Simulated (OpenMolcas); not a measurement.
**Pd³⁺ among point charges: CASSCF and CASPT2 levels and susceptibility**

Aim: the splitting of the states of Pd³⁺ in the field of 4 point charges, its lowest levels with spin-orbit coupling and its magnetic susceptibility.

Program: OpenMolcas 26.06. Level of theory: state-averaged CASSCF and CASPT2, spin-orbit coupling by RASSI with atomic mean-field integrals. These are calculated values, not measurements, unless marked.

**1. The atom as given**

| Quantity | Value |
| --- | --- |
| Species | Pd³⁺ (palladium, Z = 46, 43 electrons) |
| Basis | ANO-RCC-VDZP [6s5p3d1f], 43 functions |
| Scalar Hamiltonian | DKH2, point nucleus |
| Inactive shells | 1s 2s 2p 3s 3p 3d 4s 4p |
| Active space | 7 electrons in 5 orbitals (4d) |
| Some configurations of this space | 4d7 |
| Orbitals | optimised for each spin and parity, averaged over all roots |

The outer shells:

4d7
```
4d [↑↓][↑↓][↑ ][↑ ][↑ ]
```

The ion sits among 4 point charges of -1.62 e arranged as a square (D4h), 2.25 Å from the ion.

The work runs as a chain of OpenMolcas steps in one folder; each step below is one input file. Labels, J, g values, rates, χT and fits are worked out afterwards by a script from the matrices that RASSI stores. The input lists half of the charges; inversion (Group=XYZ) makes the rest.

**2. One- and two-electron integrals**

Contents of a.inp:

```
&GATEWAY
Coord
1

Pd 0.0 0.0 0.0
Basis=ANO-RCC-VDZP
Group=XYZ
NoMove
AngMom=0.0 0.0 0.0
AMFI
XField
2 Angstrom 0
2.250000 0.000000 0.000000 -1.620000
0.000000 2.250000 0.000000 -1.620000
&SEWARD
```

Command:

```console
$ OMP_NUM_THREADS=1 MOLCAS_MEM=1689 MOLCAS_PROJECT=a pymolcas a.inp > a.log
```

**3. CASSCF: quartets of even parity, 10 roots**

Contents of a.inp:

```
&RASSCF
FileOrb=start.orb
Symmetry=1
Spin=4
nActEl=7 0 0
Inactive=9 9
Ras2=5 0
CIRoot=10 10 1
SDav=10
CIMx=300
Iter=120 100
PrWF=0.3
OrbListing=Nothing
MaxOrb=0
>>> COPY $Project.JobIph JOB001
```

start.orb holds the contracted functions of the basis, ordered by shell, or the orbitals of the step before.

**4. Reference wave functions, doublets of even parity, 40 roots**

Contents of a.inp:

```
&RASSCF
FileOrb=start.orb
Symmetry=1
Spin=2
nActEl=7 0 0
Inactive=9 9
Ras2=5 0
CIRoot=40 40 1
SDav=40
CIMx=300
Iter=120 100
PrWF=0.3
OrbListing=Nothing
MaxOrb=0
>>> COPY $Project.JobIph JOB002
```

**5. RASSI: spin-orbit coupling between the states**

Contents of a.inp:

```
&RASSI
NrOfJobIphs=2 10 40
1 2 3 4 5 6 7 8 9 10
1 2 3 4 5 6 7 8 9 10 11 12 13 14 15 16 17 18 19 20 21 22 23 24 25 26 27
28 29 30 31 32 33 34 35 36 37 38 39 40
IphNames
JOB001
JOB002
EJob
SpinOrbit
DIPRint=1.0
SOCoupling=1000.0
Subsets=2
Property=9
'ANGMOM' 1 'ANGMOM' 2 'ANGMOM' 3 'MLTPL  1' 1 'MLTPL  1' 2 'MLTPL  1' 3
'AMFI' 1 'AMFI' 2 'AMFI' 3
SOProperty=3
'ANGMOM' 1 'ANGMOM' 2 'ANGMOM' 3
```

**6. CASPT2: IPEA 0.25, imaginary shift 0.1 (closed shells correlated: 4s 4p)**

Contents of a.inp:

```
>>> COPY JOB001 $Project.JobIph
&CASPT2
Multistate=10 1 2 3 4 5 6 7 8 9 10
NoMult
Frozen=8 6
IPEA=0.25
Imaginary=0.1
MaxIter=60
WThr=0.0 0.3 0.05
PrWF=0.5
NoMix
>>> COPY JOB002 $Project.JobIph
&CASPT2
Multistate=40 1 2 3 4 5 6 7 8 9 10 11 12 13 14 15 16 17 18 19 20 21 22
23 24 25 26 27 28 29 30 31 32 33 34 35 36 37 38 39 40
NoMult
Frozen=8 6
IPEA=0.25
Imaginary=0.1
MaxIter=60
WThr=0.0 0.3 0.05
PrWF=0.5
NoMix
```

(Steps that only read results are left out.)

What does the calculation give? Wanted: spin-free ground state; first state of the same spin within the active space; lowest level; next level.

As calculated:

| quantity | value |
| --- | --- |
| method | SS-CASPT2, IPEA 0.25, imaginary shift 0.1 (closed shells correlated: 4s 4p) |
| spin-free ground state | 4A2, 1-fold in its orbital part |
| first state of the same spin within the active space | 4E at 132 cm⁻¹ |
| lowest level | 2-fold E1/2, g = 1.49, 6.49, 6.49 |
| next level | 333.1 cm⁻¹ |
| χT at 300 K | 4.53 cm³ K/mol |
| effective moment at 300 K | 6.02 μB |

Cost by method:

```csv
method,time of its own steps,time with the reference
A. CASSCF,10 s,10 s
"B. SS-CASPT2, IPEA 0.25, imaginary shift 0.1, +4s 4p",3.6 s,14 s
```

Times are of one thread on a shared host.

**Reading.** The spin-free ground state (4A2) comes to 94 % from free-ion F terms and keeps the highest spin of the shell. χT at 300 K is 4.53, against 1.88 cm³ K/mol for the spin alone, so orbital moment adds to it. An active space of the d shell alone favours high spin; real ions in strong fields can be low spin. The field of point charges can differ much from that of real complexes. With metal d orbitals alone active, the gaps between spin states are rough; where two lie within a few thousand cm-1, their order is open. Point charges carry no covalency, so the field is a model and not that of real ligands.
